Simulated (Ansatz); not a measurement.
# NbH2: the cost of one run

Computed with Ansatz 0.2.0 (DFT PBEsol, scalar-relativistic, plane waves, PAW, unless a step's input says otherwise).

16 further runs of the same task are left out: 16 set aside as unsound or not needed.

## Step 1: The starting structure

Symmetry: Fm-3m, No. 225, cubic system. The conventional cell has a = 4.517 Å, b = 4.517 Å, c = 4.517 Å, α = 90.00°, β = 90.00°, γ = 90.00°. Nb (site symmetry m-3m) has 8 H at 1.96 Å as nearest neighbours. H (site symmetry -43m) has 4 Nb at 1.96 Å as nearest neighbours.

Coordinates:

```cif
data_structure
_symmetry_space_group_name_H-M 'P 1'
_symmetry_Int_Tables_number 1
_cell_length_a 3.1943
_cell_length_b 3.1943
_cell_length_c 3.1943
_cell_angle_alpha 60.000
_cell_angle_beta 60.000
_cell_angle_gamma 60.000
_cell_volume 23.05
loop_
_atom_site_label
_atom_site_type_symbol
_atom_site_fract_x
_atom_site_fract_y
_atom_site_fract_z
_atom_site_occupancy
Nb1 Nb 0.00000 0.00000 0.00000 1
H1 H 0.25000 0.25000 0.25000 1
H2 H 0.75000 0.75000 0.75000 1
```

This cell was relaxed beforehand with the same method: volume 7.68 Å³/atom, gap on the mesh none (metal).

## Step 2: What is varied

The energy is mapped over volume and the cell's shape.

The axes are (1) volume per atom: 7 values from 7.068 to 8.297 Å³; (2) length along [111] over the lengths across it, relative to the cubic cell: 7 values from 0.834 to 1.200.

Nothing else is relaxed (fractional coordinates fixed). Energies count from the relaxed crystal. Points are written as (first, second).

## Step 3: Grid point (7.887 Å³, 0.834)

input.yaml

```yaml
crystal:
  lattice:
    - [-0.2685821798, 2.1525312198, 2.1525312198]
    - [2.1525312198, -0.2685821798, 2.1525312198]
    - [2.1525312198, 2.1525312198, -0.2685821798]
  atoms:
    - { symbol: Nb, position: [0.0, 0.0, 0.0] }
    - { symbol: H, position: [0.25, 0.25, 0.25] }
    - { symbol: H, position: [0.75, 0.75, 0.75] }
basis:
  ecutwfc: 520.0
kpoints:
  mp_grid: { grid: [16, 16, 16] }
hamiltonian:
  xc: pbesol
  pseudopotentials: { kind: paw }
scf:
  occupations: { method: gaussian, width: 0.15 }
output:
  forces: true
  stress: true
  eigenvalues: true
```

Launch:

```bash
$ ansatz run input.yaml --threads 1 --pin off --max-ram 2048MiB --backend cpu --events-out ev --progress --plain --runs-dir out
```

Q: Estimate wall time and peak memory on 1 thread of Arm Neoverse N1, shared host.

About 14 s, with a peak of 0.41 GiB.
